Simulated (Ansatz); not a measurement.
# Cl3Ge2H5S: the cost of one run

Method: RKS PBE/def2-SVP, in Ansatz 0.2.0.

## (1) The starting structure

Bond lengths: Ge1–Ge2 2.750 Å, Ge2–H3 1.550 Å, Ge2–H4 1.550 Å, Ge2–H5 1.550 Å, Ge1–Cl6 2.220 Å, Ge1–Cl7 2.218 Å, Ge1–Cl8 2.218 Å, Ge1–S9 2.550 Å, S9–H10 1.400 Å, Ge2–H11 1.674 Å, S9–H11 1.559 Å. Angles (14 of 24 angles, heavy atoms first): Ge2–Ge1–Cl6 109.5°, Ge2–Ge1–Cl7 109.5°, Ge2–Ge1–Cl8 109.5°, Ge2–Ge1–S9 71.6°, Cl6–Ge1–Cl7 109.5°, Cl6–Ge1–Cl8 109.5°, Cl6–Ge1–S9 67.1°, Cl7–Ge1–Cl8 109.5°, Cl7–Ge1–S9 72.9°, Cl8–Ge1–S9 176.5°, Ge1–Ge2–H3 109.5°, Ge1–Ge2–H4 109.5°, Ge1–Ge2–H5 109.5°, Ge1–Ge2–H11 66.8°.

Coordinates:

```xyz
11

Ge    0.0000    0.0000    0.0000
Ge    0.0000    0.0000    2.7500
H    -1.3958   -0.4318    3.2674
H     1.0719   -0.9929    3.2674
H     0.3240    1.4247    3.2674
Cl    2.0935    0.0000   -0.7393
Cl   -1.0456    1.8115   -0.7393
Cl   -1.0456   -1.8115   -0.7393
S     1.3373    2.0168    0.8041
H     2.4142    1.5819    1.5858
H     0.8501    1.2820    2.0900
```

## (2) A restrained relaxation towards end A

Springs on the bonds that form and break draw the guess towards this end; the thresholds are loose.

File input.yaml:

```yaml
crystal:
  periodic: [false, false, false]
  atoms:
    - { symbol: Ge, position_ang: [0.0, 0.0, 0.0] }
    - { symbol: Ge, position_ang: [0.0, 0.0, 2.75] }
    - { symbol: H, position_ang: [-1.3958, -0.4318, 3.2674] }
    - { symbol: H, position_ang: [1.0719, -0.9929, 3.2674] }
    - { symbol: H, position_ang: [0.324, 1.4247, 3.2674] }
    - { symbol: Cl, position_ang: [2.0935, 0.0, -0.7393] }
    - { symbol: Cl, position_ang: [-1.0456, 1.8115, -0.7393] }
    - { symbol: Cl, position_ang: [-1.0456, -1.8115, -0.7393] }
    - { symbol: S, position_ang: [1.3373, 2.0168, 0.8041] }
    - { symbol: H, position_ang: [2.4142, 1.5819, 1.5858] }
    - { symbol: H, position_ang: [0.8501, 1.282, 2.09] }
basis:
  gaussian: { orbitals: def2-SVP }
hamiltonian:
  xc: pbe
relax:
  f_tol: 0.15
  max_steps: 25
  restrain:
    - { distance: [0, 8], at: 3.45, k: 30.0 }
    - { distance: [10, 1], at: 2.75, k: 30.0 }
    - { distance: [0, 1], at: 2.4, k: 30.0 }
    - { distance: [10, 8], at: 1.4, k: 30.0 }
```

The run is started by

```
$ ansatz run input.yaml --threads 4 --pin off --max-ram 5120MiB --backend cpu --events-out ev --progress --plain --runs-dir out
```

What time and memory should one allow on 4 threads of Intel Xeon Platinum 8259CL at 2.50GHz (Skylake/Cascade Lake), shared host?

About 33 s, with a peak of 0.3 GiB.
